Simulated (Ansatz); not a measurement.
# Ga2AsN: the cost of one run

Program: Ansatz 0.2.0. Level of theory: DFT PBE, scalar-relativistic, plane waves, PAW. These are calculated values, not measurements.

**1. Starting point**

Symmetry: P4/mmm, No. 123, tetragonal system. Conventional cell: a = 3.693 Å, b = 3.693 Å, c = 5.223 Å, α = 90.00°, β = 90.00°, γ = 90.00°. Around Ga (site symmetry 4/mmm) lie 2 N at 2.61 Å and 4 As at 2.61 Å. Ga (site symmetry 4/mmm) has 2 As at 2.61 Å and 4 N at 2.61 Å as nearest neighbours. Around As (site symmetry 4/mmm) lie 6 Ga at 2.61 Å. N (site symmetry 4/mmm) has 6 Ga at 2.61 Å as nearest neighbours.

Structure file:

```cif
data_structure
_symmetry_space_group_name_H-M 'P4/mmm'
_symmetry_Int_Tables_number 123
_cell_length_a 3.6934
_cell_length_b 3.6934
_cell_length_c 5.2233
_cell_angle_alpha 90.000
_cell_angle_beta 90.000
_cell_angle_gamma 90.000
_cell_volume 71.25
loop_
_atom_site_label
_atom_site_type_symbol
_atom_site_symmetry_multiplicity
_atom_site_Wyckoff_symbol
_atom_site_fract_x
_atom_site_fract_y
_atom_site_fract_z
_atom_site_occupancy
Ga1 Ga 1 b 0.00000 0.00000 0.50000 1
Ga2 Ga 1 c 0.50000 0.50000 0.00000 1
As1 As 1 d 0.50000 0.50000 0.50000 1
N1 N 1 a 0.00000 0.00000 0.00000 1
```

The start is an ordering of an alloy on its end members' structure types: elements ordered on the sites of the GaN type, As/N on N (P4/mmm, No. 123).

**2. A first look at the guess**

input.yaml reads:

```yaml
crystal:
  lattice:
    - [3.6934368, 0.0, 0.0]
    - [0.0, 3.6934368, 0.0]
    - [0.0, 0.0, 5.22330841]
  atoms:
    - { symbol: Ga, position: [0.0, 0.0, 0.5] }
    - { symbol: Ga, position: [0.5, 0.5, 0.0] }
    - { symbol: As, position: [0.5, 0.5, 0.5] }
    - { symbol: "N", position: [0.0, 0.0, 0.0] }
basis:
  ecutwfc: 420
kpoints:
  mp_grid: { grid: [6, 6, 4] }
hamiltonian:
  xc: pbe
scf:
  occupations: { method: gaussian, width: 0.1 }
  lower_state_search: "off"
output:
  forces: true
  stress: true
  eigenvalues: true
```

Command:

```
$ ansatz run input.yaml --threads 1 --pin off --max-ram 2560MiB --backend cpu --events-out ev --progress --plain --runs-dir out
```

**Question.** How long does this run take on 1 thread of Intel Xeon 6975P-C (Granite Rapids), shared host, and how much memory does it need?

About 2 s, with a peak of 0.39 GiB.
